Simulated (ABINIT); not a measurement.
# Zr3S2 (R32) in ABINIT: relaxation of cell and atoms with LDA

Aim: the relaxation of cell and atoms of Zr3S2 with LDA.

Everything below comes from runs of ABINIT 10.8.3 (patched build). Logs are shortened: lines on timing, memory, paths and dates and some standing lists are left out, and cuts for length are marked. The log counts tension as positive stress, the text compression.

### 1 The crystal as given

Symmetry: R32, No. 155, trigonal system. Conventional cell: a = 5.805 Å, b = 5.805 Å, c = 10.463 Å, α = 90.00°, β = 90.00°, γ = 120.00°. Zr (site symmetry 2) has 4 S at 2.61 to 2.62 Å as nearest neighbours. Around S (site symmetry 3) lie 6 Zr at 2.61 to 2.62 Å.

The cell comes from a database or a generator and needn't be the stable form of this composition.

### 2 Relaxation of cell and atoms, LDA

The input, run.abi:

```
pp_dirpath "./"
pseudos "Zr.LDA_PW-JTH.xml, S.LDA_PW-JTH.xml"

acell 3*1.0
rprim
     5.4850018347     3.1667672858     6.5909362685
    -5.4850018347     3.1667672858     6.5909362685
     0.0000000000    -6.3335345715     6.5909362685
ntypat 2
znucl 40 16
natom 5
typat 1 1 1 2 2
xred
     0.8387270000     0.5000000000     0.1612730000
     0.5000000000     0.1612730000     0.8387270000
     0.1612730000     0.8387270000     0.5000000000
     0.6650230000     0.6650230000     0.6650230000
     0.3349770000     0.3349770000     0.3349770000
chkprim 0
chksymtnons 0
tolsym 1.0e-6

ecut 20.0
pawecutdg 40.0

kptopt 1
ngkpt 6 6 6
nshiftk 1
shiftk 0.0 0.0 0.0

ixc 7

nband 29
occopt 3
tsmear 0.05 eV

nstep 100
tolvrs 1.0e-9

iomode 3
prtwf 0
prtden 0
prteig 0
prtebands 0
enunit 2
prtvol 2

ionmov 2
ntime 60
tolmxf 0.0002
optcell 2
dilatmx 1.08
ecutsm 0.5
```

Potentials or basis: JTH PAW LDA v2.0.

Launch:

```console
mpirun --bind-to none -np 4 abinit run.abi > log 2>&1
```

run.abo:

```text
.Version 10.8.3 of ABINIT
 Symmetries : space group R3 2 (#155); Bravais hR (rhombohedral)
================================================================================
 Values of the parameters that define the memory need of the present run
     intxc =       0    ionmov =       2      iscf =      17    lmnmax =      18
     lnmax =       6     mgfft =      40  mpssoang =       3    mqgrid =    3001
     natom =       5  nloc_mem =       2    nspden =       1   nspinor =       1
    nsppol =       1      nsym =       6    n1xccc =       1    ntypat =       2
    occopt =       3   xclevel =       1
       mpw =        3710          nfft =       64000          nkpt =          32
Pmy_natom=         2
 PAW method is used; the additional fine FFT grid is defined by:
   mgfftf=        60    nfftf =    216000
================================================================================
================================================================================

--------------------------------------------------------------------------------
------------- Echo of variables that govern the present computation ------------
--------------------------------------------------------------------------------
 -outvars: echo values of preprocessed input variables --------
            acell      1.0000000000E+00  1.0000000000E+00  1.0000000000E+00 Bohr
              amu      9.12240000E+01  3.20660000E+01
          chkprim           0
      chksymtnons           0
          dilatmx      1.08000000E+00
             ecut      2.00000000E+01 Hartree
           ecutsm      5.00000000E-01 Hartree
           enunit           2
           ionmov           2
              ixc           7
         kptrlatt        6    0    0      0    6    0      0    0    6
          kptrlen      5.48447594E+01
            natom           5
            nband          29
            ngfft          40      40      40
          ngfftdg          60      60      60
             nkpt          32
            nstep         100
             nsym           6
            ntime          60
           ntypat           2
           occopt           3
          optcell           2
        pawecutdg      4.00000000E+01 Hartree
           prtden           0
        prtebands           0
           prteig           0
           prtvol           2
            prtwf           0
            rprim      5.4850018347E+00  3.1667672858E+00  6.5909362685E+00
                      -5.4850018347E+00  3.1667672858E+00  6.5909362685E+00
                       0.0000000000E+00 -6.3335345715E+00  6.5909362685E+00
          spgroup         155
           tolmxf      2.00000000E-04
           tolsym      1.00000000E-06
           tolvrs      1.00000000E-09
           tsmear      1.83746611E-03 Hartree
            typat      1  1  1  2  2
           useylm           1
           xangst      9.8316797921E-01  1.7028968924E+00  5.2316599042E+00
                       9.8316797921E-01 -1.7028968923E+00  5.2316599042E+00
                      -1.9663359584E+00  2.6458627715E-11  5.2316599042E+00
                      -3.9832109862E-16  3.5191184466E-11  6.9583483289E+00
                      -4.1426294525E-17  1.7726119916E-11  3.5049714794E+00
            xcart      1.8579182165E+00  3.2180087473E+00  9.8864044028E+00
                       1.8579182165E+00 -3.2180087472E+00  9.8864044027E+00
                      -3.7158364329E+00  4.9999560048E-11  9.8864044027E+00
                      -7.5271778656E-16  6.6501700687E-11  1.3149372630E+01
                      -7.8284351063E-17  3.3497511916E-11  6.6234361752E+00
             xred      8.3872700000E-01  5.0000000000E-01  1.6127300000E-01
                       5.0000000000E-01  1.6127300000E-01  8.3872700000E-01
                       1.6127300000E-01  8.3872700000E-01  5.0000000000E-01
                       6.6502300000E-01  6.6502300000E-01  6.6502300000E-01
                       3.3497700000E-01  3.3497700000E-01  3.3497700000E-01
            znucl       40.00000   16.00000

================================================================================

 chkinp: Checking input parameters for consistency.

================================================================================
== DATASET  1 ==================================================================

[... 1513 lines left out ...]
   0.19365    0.22594    0.25008    0.25008    0.38338    0.39822    0.40484    0.40484
   0.42335    0.42335    0.45332    0.45332    0.50004
      occupation numbers for kpt#  32
   2.00000    2.00000    2.00000    2.00000    2.00000    2.00000    2.00000    2.00000
   2.00000    2.00000    2.00000    2.00000    2.00000    2.00000    2.00000    2.00000
   2.00000    2.00000    2.00000    2.00000    2.00000    1.99915    1.96920    1.96920
   0.00537    0.00537    0.00000    0.00000    0.00000
 Fermi (or HOMO) energy (eV) =  11.22415   Average Vxc (eV)= -11.54137
 Eigenvalues (   eV  ) for nkpt=  32  k points:
 kpt#   1, nband= 29, wtk=  0.00463, kpt=  0.0000  0.0000  0.0000 (reduced coord)
 -37.59078  -37.48525  -37.48525  -15.86860  -15.84735  -15.84735  -15.84455  -15.76004
 -15.76004  -15.64799  -15.35675  -15.35675   -3.92805   -2.58557    5.04897    5.04897
   5.48811    6.97359    7.11707    7.11707    8.53369    9.22891   11.35441   11.35441
  11.92921   11.92921   13.38816   14.14499   14.14499
 kpt#   2, nband= 29, wtk=  0.02778, kpt=  0.1667  0.0000  0.0000 (reduced coord)
 -37.58316  -37.49326  -37.48472  -15.93243  -15.91727  -15.86432  -15.78176  -15.72085
 -15.67882  -15.62450  -15.41736  -15.36943   -3.79183   -2.62012    4.91835    5.23863
   5.54943    6.62757    6.92010    7.21205    8.84191    9.53305   11.06023   11.23469
  11.54752   12.17217   12.92540   13.83269   14.25340
 kpt#   3, nband= 29, wtk=  0.02778, kpt=  0.3333  0.0000  0.0000 (reduced coord)
 -37.56284  -37.51083  -37.48720  -15.97537  -15.94917  -15.87824  -15.75131  -15.69962
 -15.61479  -15.55111  -15.51463  -15.40631   -3.45680   -2.74886    5.08282    5.19933
   5.52305    6.25522    6.65626    7.33130    9.42198    9.96710   10.66893   10.80784
  11.16984   12.35257   12.68444   13.27882   14.13272
 kpt#   4, nband= 29, wtk=  0.01389, kpt=  0.5000  0.0000  0.0000 (reduced coord)
 -37.53850  -37.53366  -37.48858  -15.99592  -15.94917  -15.83499  -15.75884  -15.70057
[... 128 lines left out ...]
 kpt#  30, nband= 29, wtk=  0.02778, kpt=  0.5000  0.5000  0.3333 (reduced coord)
 -37.55799  -37.50320  -37.49742  -16.15348  -15.97690  -15.87417  -15.74141  -15.70504
 -15.67095  -15.60740  -15.38485  -15.34106   -2.69048   -2.49727    4.20568    4.91477
   5.44129    6.16548    6.88260    7.05149   10.09573   10.66661   10.77077   10.91910
  11.50244   11.73129   12.19639   12.41094   13.47190
 kpt#  31, nband= 29, wtk=  0.02778, kpt= -0.3333  0.5000  0.3333 (reduced coord)
 -37.54527  -37.50759  -37.50617  -16.13429  -16.00372  -15.89803  -15.68303  -15.67553
 -15.62231  -15.58260  -15.47953  -15.36252   -2.69229   -2.63114    4.40101    4.82513
   5.32790    6.27264    7.07427    7.20197    9.90585   10.11984   10.60335   10.69779
  11.63055   12.05008   12.08928   12.70194   13.48630
 kpt#  32, nband= 29, wtk=  0.00463, kpt=  0.5000  0.5000  0.5000 (reduced coord)
 -37.56372  -37.49726  -37.49726  -16.17776  -15.91293  -15.82126  -15.82126  -15.78968
 -15.64594  -15.64594  -15.32707  -15.32707   -2.61738   -2.43091    3.98530    5.26960
   5.26960    6.14807    6.80492    6.80492   10.43231   10.83620   11.01626   11.01626
  11.52003   11.52003   12.33540   12.33540   13.60666
 Total charge density [el/Bohr^3]
)     Maximum=    7.2929E-01  at reduced coord.    0.5000    0.1833    0.8500
)Next maximum=    7.2929E-01  at reduced coord.    0.5000    0.1500    0.8167
)     Minimum=   -2.1497E-01  at reduced coord.    0.3333    0.3333    0.3333
)Next minimum=   -2.1497E-01  at reduced coord.    0.6667    0.6667    0.6667
   Integrated=    4.8000E+01

--- !EnergyTerms
iteration_state     : {dtset: 1, itime: 8, icycle: 1, }
comment             : Components of total free energy in Hartree
kinetic             :  4.54266268798582E+01
hartree             :  2.68503004903410E+01
xc                  : -2.75277414892595E+01
Ewald energy        : -1.35021694142133E+02
psp_core            :  3.86922112309146E+00
local_psp           : -1.14257197629326E+02
PAW spherical_terms :  3.66573287259904E+01
internal            : -1.64003156041437E+02
'-kT*entropy'       : -7.24910138868127E-04
total_energy        : -1.64003880951576E+02
total_energy_eV     : -4.46277295041323E+03
...

--- !EnergyTermsDC
iteration_state     : {dtset: 1, itime: 8, icycle: 1, }
comment             : '"Double-counting" decomposition of free energy'
band_energy         : -1.34620585669213E+01
Ewald energy        : -1.35021694142133E+02
psp_core            :  3.86922112309146E+00
xc_dc               : -2.38146965934599E+01
PAW spherical_terms :  4.42605651569282E+00
internal            : -1.64003171663729E+02
'-kT*entropy'       : -7.24910138868127E-04
total_energy_dc     : -1.64003896573868E+02
total_energy_dc_eV  : -4.46277337551745E+03
...

--- !EnergyTermsWithPAWCore
iteration_state     : {dtset: 1, itime: 8, icycle: 1, }
comment             : 'Components of total free energy, including PAW core contributions'
Total energy        : -1.15809176010609E+04
Total energy DC     : -1.15809176166832E+04
Total energy (eV)   : -3.15132821925349E+05
Total energy DC (eV): -3.15132822350453E+05
...

 rms coord change=  1.5657E-04   atom, delta coord (reduced):
     1        0.000169606311      0.000000000000     -0.000169606311
     2        0.000000000000     -0.000169606311      0.000169606311
     3       -0.000169606311      0.000169606311      0.000000000000
     4       -0.000180338261     -0.000180338261     -0.000180338261
     5        0.000180338261      0.000180338261      0.000180338261

 Cartesian components of stress tensor (hartree/bohr^3)
  sigma(1 1)= -9.68256643E-07  sigma(3 2)= -3.03209425E-14
  sigma(2 2)= -9.68256632E-07  sigma(3 1)=  0.00000000E+00
  sigma(3 3)= -9.92381805E-09  sigma(2 1)=  0.00000000E+00

-Cartesian components of stress tensor (GPa)         [Pressure=  1.9089E-02 GPa]
- sigma(1 1)= -2.84870939E-02  sigma(3 2)= -8.92072926E-10
- sigma(2 2)= -2.84870936E-02  sigma(3 1)=  0.00000000E+00
- sigma(3 3)= -2.91968807E-04  sigma(2 1)=  0.00000000E+00

== END DATASET(S) ==============================================================
================================================================================

 -outvars: echo values of variables after computation  --------
            acell      8.9524293351E+00  8.9524293351E+00  8.9524293350E+00 Bohr
           etotal     -1.6400389657E+02
            fcart     -2.6797741382E-05 -4.6415049602E-05  2.3474661676E-16
                      -2.6797741382E-05  4.6415049602E-05 -2.3474381761E-16
                       5.3595482764E-05  1.1560839250E-21  8.1377532157E-22
                      -9.0873604309E-21 -3.5048656410E-20 -1.6008646221E-04
                       9.0873604309E-21  3.7858746237E-20  1.6008646221E-04
            rprim      6.0001511547E-01  3.4641888844E-01  7.2109348557E-01
                      -6.0001511547E-01  3.4641888844E-01  7.2109348557E-01
                       0.0000000000E+00 -6.9283777687E-01  7.2109348557E-01
           strten     -9.6825664299E-07 -9.6825663175E-07 -9.9238180451E-09
                      -3.0320942474E-14  0.0000000000E+00  0.0000000000E+00
           xangst      9.6332192615E-01  1.6685225202E+00  5.1241857630E+00
                       9.6332192615E-01 -1.6685225201E+00  5.1241857630E+00
                      -1.9266438523E+00  2.5915068345E-11  5.1241857630E+00
                      -4.1126361047E-16  3.4458744052E-11  6.8135546038E+00
                      -2.9711371073E-16  1.7371445436E-11  3.4348169222E+00
             xred      8.3889660631E-01  5.0000000000E-01  1.6110339369E-01
                       5.0000000000E-01  1.6110339369E-01  8.3889660631E-01
                       1.6110339369E-01  8.3889660631E-01  5.0000000000E-01
                       6.6484266174E-01  6.6484266174E-01  6.6484266174E-01
                       3.3515733826E-01  3.3515733826E-01  3.3515733826E-01
 Calculation completed.
```

Run time: 2.9 min. Hardware: 4 MPI ranks of Arm Neoverse V2, shared host; peak memory 0.6 GiB.

Results:

| Quantity | Value |
| --- | --- |
| Free energy | -4462.7734 eV |
| Relaxed volume | 19.12 Å³/atom |
| Relaxed cell | a = 4.737 Å, b = 4.737 Å, c = 4.737 Å, α = 73.74°, β = 73.74°, γ = 73.74° |
| Space group after relaxing (to 0.05 Å) | R32 (No. 155) |
| Energy gained by relaxing | 30.6 meV/atom |
| Ionic steps | 8 |
| Pressure after relaxing | 0.0 GPa |
| Largest force after relaxing | 0.008 eV/Å |
| Band gap on the k mesh | none (metal or under the smearing width) |
| Valence electrons inside the program's atomic spheres | Zr 9.09; S 3.70 |

Forces on the atoms (eV/Å):
```
Zr  -0.001 -0.002  0.000
Zr  -0.001  0.002  0.000
Zr   0.003  0.000  0.000
S    0.000  0.000 -0.008
S    0.000  0.000  0.008
```

The path:
```csv
step,energy change (eV),largest force (eV/Å),pressure (GPa),volume (Å³)
1,0.0000,0.1672,-7.56,101.79
2,-0.0925,0.0888,-4.95,99.45
3,-0.1522,0.0664,0.43,95.41
4,-0.1527,0.0446,-0.04,95.72
5,-0.1528,0.0368,-0.05,95.72
6,-0.1530,0.0246,-0.01,95.66
7,-0.1530,0.0237,0.00,95.65
8,-0.1531,0.0082,0.02,95.62
```

Final structure:
```xyz
5
Lattice="2.8425 1.6411 3.4161 -2.8425 1.6411 3.4161 0.0000 -3.2823 3.4161" Properties=species:S:1:pos:R:3 pbc="T T T"
Zr    0.9633    1.6685    5.1242
Zr    0.9633   -1.6685    5.1242
Zr   -1.9266    0.0000    5.1242
S     0.0000    0.0000    6.8136
S     0.0000    0.0000    3.4348
```

Levels at points of the mesh, in eV from the Fermi level:
```tsv
k point	band 21	band 22	band 23	band 24	band 25	band 26	band 27	band 28
(0.00, 0.00, 0.00)	-2.69	-2.00	0.13	0.13	0.71	0.71	2.16	2.92
(0.50, 0.00, 0.00)	-1.24	-1.18	-0.94	-0.72	-0.10	1.02	1.84	1.91
(0.50, 0.50, 0.00)	-2.04	-1.31	-0.85	-0.30	-0.07	0.93	1.99	2.11
(0.50, 0.50, 0.50)	-0.79	-0.39	-0.21	-0.21	0.30	0.30	1.11	1.11
```
